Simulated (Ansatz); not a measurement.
# GeO (SMILES [O]=[Ge]), step by step

Wanted: a series of 52 runs (HF/STO-3G, UHF/STO-3G, HF/3-21G, UHF/3-21G, HF/6-31G*, UHF/6-31G*, B3LYP/6-31G*, UB3LYP/6-31G*, and more) of GeO. 

The results are computed with Ansatz 0.2.0.

### 1 The system as given

GeO has 2 atoms, charge 0, and is taken as a singlet. SMILES: `[O]=[Ge]`. The coordinates come from a PBE0-D4/def2-TZVP relaxation. The run starts from this shape.

Bond lengths: O1–Ge2 1.623 Å.

### 2 A geometry optimisation at HF/STO-3G (paw set gaussian, start density atoms) (run 1)

input.yaml

```yaml
crystal:
  periodic: [false, false, false]
  atoms:
    - symbol: O
      position_ang: [-0.000000, -0.000000, -0.023040]
    - symbol: Ge
      position_ang: [0.000000, 0.000000, 1.599530]
basis:
  gaussian: {orbitals: STO-3G}
hamiltonian: {xc: hf}
relax: {f_tol: 0.002}
output: {orbitals: {seedname: orbitals}}
```

Launch:

```console
$ ansatz run input.yaml --threads 1 --pin off --max-ram 3480MiB --events-out events.jsonl --progress --plain --runs-dir runs
```

What it wrote:

```text
Warning: RAYON_NUM_THREADS=1 ignored (pool sized by the plan → 1); use --threads N
The last accepted step is kept in runs//last_step.txt (removed where the run ends without a failure and the disk answers)
[... 49 lines left out ...]
Total energy: -57839.85814602 eV, -2125.5755816021 hartree
[... 2 lines left out ...]
Dipole moment:     0.000000     0.000000     0.242163 e Å
```

Wall time 1.2 s (1 thread of Arm Neoverse V1, shared host).

Steps, from the record of the run:

```csv
step,energy from the first frame kept (eV),largest force (eV/Å)
1,0.0000,7.9259
2,-0.6180,4.2274
3,-0.7446,2.2975
4,-0.7753,0.0535
5,-0.7753,0.0847
6,-0.7753,0.0000
```

After the run. Bond lengths: O1–Ge2 1.454 Å.

### 3 The harmonic vibrations at HF/STO-3G (paw set gaussian, start density atoms) (run 2)

input.yaml

```yaml
basis:
  gaussian:
    orbitals: STO-3G
crystal:
  periodic: [false, false, false]
  atoms:
    - {symbol: O, position_ang: [0.000000, -0.000000, 0.061129]}
    - {symbol: Ge, position_ang: [-0.000000, 0.000000, 1.515361]}
total_charge: 0
magnetization:
  spin_polarized: false
  initial_magnetization: 0
hamiltonian:
  xc: hf
phonons:
  temperatures: {t_min: 298.15, t_max: 298.15, t_step: 1}
```

Launch:

```console
$ ansatz run input.yaml --threads 1 --pin off --max-ram 3480MiB --events-out events.jsonl --progress --plain --runs-dir runs
```

What it wrote:

```text
Warning: RAYON_NUM_THREADS=1 ignored (pool sized by the plan → 1); use --threads N
[... 76 lines left out ...]
Total energy: -57839.85815275 eV, -2125.5755818495 hartree
[... 2 lines left out ...]
Dipole moment:     0.000000     0.000000     0.242166 e Å
Vibrations: 1253.04 cm⁻¹, zero-point energy 0.077679 eV
```

Wall time 1.7 s (1 thread of Arm Neoverse V1, shared host).

Runs 3 to 25 aren't shown in full; the table further down has their settings and results.

### 4 Vibrational wavenumbers at r2SCAN/def2-TZVP (paw set gaussian, start density atoms) (run 26)

in.yaml

```yaml
crystal:
  periodic: [false, false, false]
  atoms:
    - symbol: O
      position_ang: [-0.000000, 0.000000, -0.026054]
    - symbol: Ge
      position_ang: [0.000000, -0.000000, 1.602544]
basis:
  gaussian:
    orbitals: def2-TZVP
phonons:
  temperatures: {t_min: 298.15, t_max: 298.15, t_step: 1}
hamiltonian:
  xc: {name: r2SCAN}
```

Launch:

```console
$ ansatz run in.yaml --threads 1 --pin off --max-ram 3480MiB --events-out events.jsonl --progress --plain --runs-dir runs
```

What it wrote:

```text
Warning: RAYON_NUM_THREADS=1 ignored (pool sized by the plan → 1); use --threads N
[... 7 lines left out ...]
509 factors; their error is unknown
[... 14 lines left out ...]
509 factors; their error is unknown
[... 10 lines left out ...]
509 factors; their error is unknown
[... 9 lines left out ...]
509 factors; their error is unknown
[... 5 lines left out ...]
509 factors; their error is unknown
[... 4 lines left out ...]
509 factors; their error is unknown
[... 4 lines left out ...]
509 factors; their error is unknown
[... 4 lines left out ...]
509 factors; their error is unknown
[... 5 lines left out ...]
509 factors; their error is unknown
[... 4 lines left out ...]
509 factors; their error is unknown
[... 6 lines left out ...]
Dipole moment:     0.000000    -0.000000     0.656663 e Å
Vibrations: 1007.07 cm⁻¹, zero-point energy 0.062430 eV
```

Wall time 18 s (1 thread of Arm Neoverse V1, shared host); peak memory 0.12 GiB.

Runs 27 to 51 aren't shown in full; the table further down has their settings and results.

### 5 The doublet cation: a structure relaxation at UPBE0/aug-cc-pVTZ (paw set gaussian, start density atoms) (run 52)

in.yaml

```yaml
basis:
  gaussian:
    orbitals: aug-cc-pVTZ
crystal:
  periodic: [false, false, false]
  atoms:
    - {symbol: O, position_ang: [0.000000, -0.000000, -0.022494]}
    - {symbol: Ge, position_ang: [-0.000000, 0.000000, 1.598984]}
total_charge: 1
magnetization:
  spin_polarized: true
  initial_magnetization: 1
hamiltonian:
  xc: {name: PBE0}
relax: {}
```

Launch:

```console
$ ansatz run in.yaml --threads 1 --pin off --max-ram 3480MiB --events-out events.jsonl --progress --plain --runs-dir runs
```

What it wrote:

```text
Warning: RAYON_NUM_THREADS=1 ignored (pool sized by the plan → 1); use --threads N
[... 1 set-up line as earlier in the session ...]
[... 19 lines left out ...]
720 factors; their error is unknown
[... 12 lines left out ...]
720 factors; their error is unknown
[... 13 lines left out ...]
720 factors; their error is unknown
[... 6 lines left out ...]
720 factors; their error is unknown
[... 5 lines left out ...]
720 factors; their error is unknown
[... 5 lines left out ...]
720 factors; their error is unknown
[... 6 lines left out ...]
720 factors; their error is unknown
[... 4 lines left out ...]
720 factors; their error is unknown
[... 5 lines left out ...]
Total energy: -58546.87463680 eV, -2151.5579584055 hartree
[... 2 lines left out ...]
Dipole moment:     0.000000     0.000000     0.460109 e Å
```

Run time: 2.4 min. Hardware: 1 thread of Arm Neoverse V1, shared host; peak memory 0.31 GiB.

Step by step:

| step | energy from the first frame kept (eV) | largest force (eV/Å) |
| --- | --- | --- |
| 1 | 0.0000 | 0.9623 |
| 2 | -0.0085 | 0.4629 |
| 3 | -0.0112 | 0.0664 |
| 4 | -0.0114 | 0.3004 |
| 5 | -0.0143 | 1.0867 |
| 6 | -0.0451 | 2.8802 |
| 7 | -0.1636 | 2.1276 |
| 8 | -0.1860 | 1.3938 |
| 9 | -0.2301 | 0.0143 |
| 10 | -0.2301 | 0.0010 |

After the run. Bond lengths: O1–Ge2 1.772 Å.

### 6 The series

| run | level | task | walk f tol | partner | energy (Eh) | wall time |
| --- | --- | --- | --- | --- | --- | --- |
| 1 | HF/STO-3G (paw set gaussian, start density atoms) | optimise | 0.002 | base | -2125.575582 | 1.2 s |
| 2 | HF/STO-3G (paw set gaussian, start density atoms) | frequencies | – | base | -2125.575582 | 1.7 s |
| 3 | UHF/STO-3G (paw set gaussian, start density atoms) | energy | – | cation | -2125.326062 | 0.71 s |
| 4 | UHF/STO-3G (paw set gaussian, start density atoms) | optimise | – | cation | -2125.346605 | 3.6 s |
| 5 | HF/3-21G (paw set gaussian, start density atoms) | optimise | 0.002 | base | -2139.800143 | 1.7 s |
| 6 | HF/3-21G (paw set gaussian, start density atoms) | frequencies | – | base | -2139.800144 | 1.9 s |
| 7 | UHF/3-21G (paw set gaussian, start density atoms) | energy | – | cation | -2139.475187 | 0.99 s |
| 8 | UHF/3-21G (paw set gaussian, start density atoms) | optimise | – | cation | -2139.496762 | 3.6 s |
| 9 | HF/6-31G* (Cartesian functions, paw set gaussian, start density atoms) | optimise | 0.002 | base | -2149.927699 | 3.6 s |
| 10 | HF/6-31G* (Cartesian functions, paw set gaussian, start density atoms) | frequencies | – | base | -2149.927699 | 6.6 s |
| 11 | UHF/6-31G* (Cartesian functions, paw set gaussian, start density atoms) | energy | – | cation | -2149.586358 | 2.4 s |
| 12 | UHF/6-31G* (Cartesian functions, paw set gaussian, start density atoms) | optimise | – | cation | -2149.607138 | 7.8 s |
| 13 | B3LYP/6-31G* (Cartesian functions, paw set gaussian, start density atoms) | optimise | 0.002 | base | -2151.994175 | 6 s |
| 14 | B3LYP/6-31G* (Cartesian functions, paw set gaussian, start density atoms) | frequencies | – | base | -2151.994175 | 10 s |
| 15 | UB3LYP/6-31G* (Cartesian functions, paw set gaussian, start density atoms) | energy | – | cation | -2151.587286 | 3.6 s |
| 16 | UB3LYP/6-31G* (Cartesian functions, paw set gaussian, start density atoms) | optimise | – | cation | -2151.598959 | 21 s |
| 17 | PBE/def2-SVP (paw set gaussian, start density atoms) | optimise | 0.002 | base | -2151.523771 | 3.3 s |
| 18 | PBE/def2-SVP (paw set gaussian, start density atoms) | frequencies | – | base | -2151.523771 | 5.1 s |
| 19 | UPBE/def2-SVP (paw set gaussian, start density atoms) | energy | – | cation | -2151.120156 | 2.2 s |
| 20 | UPBE/def2-SVP (paw set gaussian, start density atoms) | optimise | – | cation | -2151.120278 | 6.3 s |
| 21 | MP2/6-31G* (Cartesian functions, paw set gaussian, start density atoms) | optimise | 0.002 | base | -2150.381307 | 5.4 s |
| 22 | MP2/6-31G* (Cartesian functions, paw set gaussian, start density atoms) | frequencies | – | base | -2150.381307 | 10 s |
| 23 | UMP2/6-31G* (Cartesian functions, paw set gaussian, start density atoms) | energy | – | cation | -2149.959481 | 4.8 s |
| 24 | UMP2/6-31G* (Cartesian functions, paw set gaussian, start density atoms) | optimise | – | cation | -2149.970469 | 15 s |
| 25 | r2SCAN/def2-TZVP (paw set gaussian, start density atoms) | optimise | 0.002 | base | -2152.215552 | 8.4 s |
| 26 | r2SCAN/def2-TZVP (paw set gaussian, start density atoms) | frequencies | – | base | -2152.215552 | 18 s |
| 27 | U-r2SCAN/def2-TZVP (paw set gaussian, start density atoms) | energy | – | cation | -2151.809876 | 13 s |
| 28 | U-r2SCAN/def2-TZVP (paw set gaussian, start density atoms) | optimise | – | cation | -2151.810031 | 43 s |
| 29 | B2PLYP/cc-pVTZ (paw set gaussian, start density atoms) | optimise | 0.002 | base | -2151.876494 | 21 s |
| 30 | B2PLYP/cc-pVTZ (paw set gaussian, start density atoms) | frequencies | – | base | -2151.876494 | 44 s |
| 31 | UB2PLYP/cc-pVTZ (paw set gaussian, start density atoms) | energy | – | cation | -2151.459780 | 12 s |
| 32 | UB2PLYP/cc-pVTZ (paw set gaussian, start density atoms) | optimise | – | cation | -2151.471589 | 55 s |
| 33 | PBE-D3(BJ)/def2-TZVP (paw set gaussian, start density atoms) | optimise | 0.002 | base | -2151.881441 | 5.4 s |
| 34 | PBE-D3(BJ)/def2-TZVP (paw set gaussian, start density atoms) | frequencies | – | base | -2151.881441 | 8.4 s |
| 35 | UPBE-D3(BJ)/def2-TZVP (paw set gaussian, start density atoms) | energy | – | cation | -2151.477755 | 3.6 s |
| 36 | UPBE-D3(BJ)/def2-TZVP (paw set gaussian, start density atoms) | optimise | – | cation | -2151.477798 | 11 s |
| 37 | BLYP/cc-pVTZ (paw set gaussian, start density atoms) | optimise | 0.002 | base | -2152.368196 | 5.7 s |
| 38 | BLYP/cc-pVTZ (paw set gaussian, start density atoms) | frequencies | – | base | -2152.368196 | 9.6 s |
| 39 | UBLYP/cc-pVTZ (paw set gaussian, start density atoms) | energy | – | cation | -2151.968253 | 3.9 s |
| 40 | UBLYP/cc-pVTZ (paw set gaussian, start density atoms) | optimise | – | cation | -2151.968400 | 16 s |
| 41 | HF/cc-pVTZ (paw set gaussian, start density atoms) | optimise | 0.002 | base | -2150.288581 | 5.4 s |
| 42 | HF/cc-pVTZ (paw set gaussian, start density atoms) | frequencies | – | base | -2150.288582 | 9.6 s |
| 43 | UHF/cc-pVTZ (paw set gaussian, start density atoms) | energy | – | cation | -2149.948899 | 4.5 s |
| 44 | UHF/cc-pVTZ (paw set gaussian, start density atoms) | optimise | – | cation | -2149.966862 | 15 s |
| 45 | CCSD/cc-pVDZ (paw set gaussian, start density atoms) | optimise | 0.002 | base | -2150.480497 | 15 s |
| 46 | CCSD/cc-pVDZ (paw set gaussian, start density atoms) | frequencies | – | base | -2150.480497 | 38 s |
| 47 | UCCSD/cc-pVDZ (paw set gaussian, start density atoms) | energy | – | cation | -2150.084606 | 5.4 s |
| 48 | UCCSD/cc-pVDZ (paw set gaussian, start density atoms) | optimise | – | cation | -2150.100394 | 47 s |
| 49 | PBE0/aug-cc-pVTZ (paw set gaussian, start density atoms) | optimise | 0.002 | base | -2151.953888 | 10 s |
| 50 | PBE0/aug-cc-pVTZ (paw set gaussian, start density atoms) | frequencies | – | base | -2151.953888 | 23 s |
| 51 | UPBE0/aug-cc-pVTZ (paw set gaussian, start density atoms) | energy | – | cation | -2151.549501 | 8.7 s |
| 52 | UPBE0/aug-cc-pVTZ (paw set gaussian, start density atoms) | optimise | – | cation | -2151.557958 | 2.4 min |

### 7 Outcome

| quantity | value |
| --- | --- |
| doublet cation, run 52: total energy at the end | -2151.55796 Eh |
| doublet cation, run 52: bond length | 1.772 Å |
| doublet cation, run 52: ⟨S²⟩ | 0.756 |
| vertical ionisation energy (to the doublet cation), HF/6-31G* | 9.288 eV |
| vertical ionisation energy (to the doublet cation), B3LYP/6-31G* | 11.072 eV |
| vertical ionisation energy (to the doublet cation), r2SCAN/def2-TZVP | 11.039 eV |
| vertical ionisation energy (to the doublet cation), PBE-D3(BJ)/def2-TZVP | 10.985 eV |
| vertical ionisation energy (to the doublet cation), PBE0/aug-cc-pVTZ | 11.004 eV |
| adiabatic ionisation energy (to the doublet cation, no zero-point term), HF/3-21G | 8.255 eV |
| adiabatic ionisation energy (to the doublet cation, no zero-point term), B3LYP/6-31G* | 10.754 eV |
| adiabatic ionisation energy (to the doublet cation, no zero-point term), CCSD/cc-pVDZ | 10.343 eV |

**Reading.** At HF/6-31G*: the vertical ionisation energy comes to 9.29 eV (214 kcal/mol). At B3LYP/6-31G*: the vertical ionisation energy comes to 11.07 eV (255 kcal/mol). At r2SCAN/def2-TZVP: removing an electron at fixed nuclei costs 11.04 eV (255 kcal/mol). At PBE-D3(BJ)/def2-TZVP: removing an electron at fixed nuclei costs 10.98 eV (253 kcal/mol). At PBE0/aug-cc-pVTZ: the vertical ionisation energy comes to 11.00 eV (1062 kJ/mol). At HF/3-21G: the adiabatic ionisation energy (to the doublet cation, no zero-point term) is 8.26 eV (190 kcal/mol). Totals of different functionals can't be ranked against each other. In runs 1, 2, 3, 4 the basis is minimal, so the values are rough. All runs together took 12 min, the longest 2.4 min.
